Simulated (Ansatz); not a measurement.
# C2H7ClO2Si: the cost of one run

All numbers below are computed with Ansatz 0.2.0 (RKS revPBE/STO-3G).

## (1) The system as given

Bond lengths: Si1–Cl2 2.130 Å, Si1–O3 1.680 Å, O3–C4 1.420 Å, C4–H5 1.110 Å, C4–H6 1.110 Å, C4–H7 1.110 Å, Si1–H8 1.459 Å, Si1–O9 1.679 Å, O9–C10 1.420 Å, C10–H11 1.110 Å, C10–H12 1.110 Å, C10–H13 1.110 Å. Angles (14 of 20 angles, heavy atoms first): Cl2–Si1–O3 109.4°, Cl2–Si1–O9 109.5°, O3–Si1–O9 109.5°, Si1–O3–C4 125.0°, Si1–O9–C10 125.0°, Cl2–Si1–H8 109.5°, O3–Si1–H8 109.5°, H8–Si1–O9 109.5°, O3–C4–H5 109.5°, O3–C4–H6 109.5°, O3–C4–H7 109.5°, O9–C10–H11 109.5°, O9–C10–H12 109.5°, O9–C10–H13 109.5°.

As a file:

```xyz
13

Si    0.0000    0.0000    0.0000
Cl    0.0000    0.0000    2.1300
O     1.5842    0.0000   -0.5594
C     2.3503   -1.1632   -0.8360
H     1.7187   -1.9052   -1.3675
H     3.2179   -0.8926   -1.4733
H     2.7141   -1.6023    0.1163
H    -0.6877    1.1914   -0.4862
O    -0.7913   -1.3709   -0.5594
C    -1.5365   -2.2685    0.2501
H    -1.2251   -2.1576    1.3097
H    -2.6187   -2.0400    0.1571
H    -1.3490   -3.3106   -0.0830
```

## (2) Preparing the start

Contents of input.yaml:

```yaml
crystal:
  periodic: [false, false, false]
  atoms:
    - { symbol: Si, position_ang: [0.0, 0.0, 0.0] }
    - { symbol: Cl, position_ang: [0.0, 0.0, 2.13] }
    - { symbol: O, position_ang: [1.5842, 0.0, -0.5594] }
    - { symbol: C, position_ang: [2.3503, -1.1632, -0.836] }
    - { symbol: H, position_ang: [1.7187, -1.9052, -1.3675] }
    - { symbol: H, position_ang: [3.2179, -0.8926, -1.4733] }
    - { symbol: H, position_ang: [2.7141, -1.6023, 0.1163] }
    - { symbol: H, position_ang: [-0.6877, 1.1914, -0.4862] }
    - { symbol: O, position_ang: [-0.7913, -1.3709, -0.5594] }
    - { symbol: C, position_ang: [-1.5365, -2.2685, 0.2501] }
    - { symbol: H, position_ang: [-1.2251, -2.1576, 1.3097] }
    - { symbol: H, position_ang: [-2.6187, -2.04, 0.1571] }
    - { symbol: H, position_ang: [-1.349, -3.3106, -0.083] }
basis:
  gaussian: { orbitals: STO-3G }
hamiltonian:
  xc: revpbe
relax:
  f_tol: 0.02
  max_steps: 40
```

Run with:

```
$ ansatz run input.yaml --threads 1 --pin off --max-ram 2048MiB --backend cpu --events-out ev --progress --plain --runs-dir out
```

**Question.** How long does this run take on 1 thread of AMD EPYC 7B13 (Zen 3), shared host, and how much memory does it need?

About 41 s, with a peak of 0.16 GiB.
